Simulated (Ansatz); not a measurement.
# C₂H₅BO: basis-set convergence

An exercise on one series of results from a longer session: the logs are not shown, and one member is left open.

Computed with Ansatz 0.2.0, Gaussian basis. Level: one geometry, several basis sets.

The runs, in order: PBE0-D4/def2-SVP; ωB97M-V/def2-SVP; PBE0-D4/def2-QZVPP; ωB97M-V/def2-QZVPP; the functionals' def2-TZVPP values are taken from earlier runs.

### The geometry

All runs share one geometry, relaxed beforehand with PBE0-D4 in a triple-zeta def2 set.

SMILES `BCC=O`, 9 atoms, charge 0, spin multiplicity 1.

Atoms are counted from 1 here; the program's logs count them from 0.

Bond lengths: B1–C2 1.556 Å, B1–H5 1.194 Å, B1–H6 1.197 Å, C2–C3 1.493 Å, C2–H7 1.109 Å, C2–H8 1.091 Å, C3–O4 1.200 Å, C3–H9 1.112 Å. Angles: C2–B1–H5 120.3°, C2–B1–H6 120.2°, H5–B1–H6 119.5°, B1–C2–C3 114.3°, B1–C2–H7 99.0°, B1–C2–H8 115.6°, C3–C2–H7 107.2°, C3–C2–H8 111.7°, H7–C2–H8 107.7°, C2–C3–O4 124.5°, C2–C3–H9 114.7°, O4–C3–H9 120.8°.

The first run:

in.yaml reads:

```yaml
crystal:
  periodic: [false, false, false]
  atoms:
    - {symbol: B, position_ang: [-0.198845, 0.952934, -0.866726]}
    - {symbol: C, position_ang: [0.077893, -0.469316, -0.299687]}
    - {symbol: C, position_ang: [0.047878, -0.552138, 1.190789]}
    - {symbol: O, position_ang: [-0.687933, -1.263077, 1.816989]}
    - {symbol: H, position_ang: [-0.608218, 1.087466, -1.980512]}
    - {symbol: H, position_ang: [0.056744, 1.921950, -0.212528]}
    - {symbol: H, position_ang: [1.136129, -0.578906, -0.613287]}
    - {symbol: H, position_ang: [-0.489494, -1.278863, -0.760881]}
    - {symbol: H, position_ang: [0.754245, 0.133650, 1.708841]}
basis:
  gaussian: {orbitals: def2-SVP}
hamiltonian: {xc: pbe0, dispersion: d4}
output: {orbitals: {seedname: orbitals}}
```

The run is started by

```
$ ansatz run in.yaml --threads 2 --pin off --events-out ev --progress --plain --max-ram 4352MiB
```

Steps of the session up to this table: PBE0-D4 in def2-SVP; ωB97M-V in def2-SVP; PBE0-D4 in def2-QZVPP; ωB97M-V in def2-QZVPP.

One table of the session follows, with a row left open; its other results are not shown here.

It belongs to the step «Functionals by basis». 

| functional | basis | HOMO (eV) | LUMO (eV) |
| --- | --- | --- | --- |
| PBE0-D4 | def2-SVP | -7.33 | -1.67 |
| PBE0-D4 | def2-TZVPP | -7.49 | -1.77 |
| PBE0-D4 | def2-QZVPP | -7.53 | -1.79 |
| ωB97M-V | def2-SVP | -9.71 | 0.41 |
| ωB97M-V | def2-TZVPP | ? | ? |
| ωB97M-V | def2-QZVPP | -9.92 | 0.08 |

Estimate the missing values for ωB97M-V, def2-TZVPP.

As computed: HOMO (eV): -9.89; LUMO (eV): 0.17. In the column «HOMO (eV)» it lies between ωB97M-V, def2-QZVPP (-9.92) and ωB97M-V, def2-SVP (-9.71).
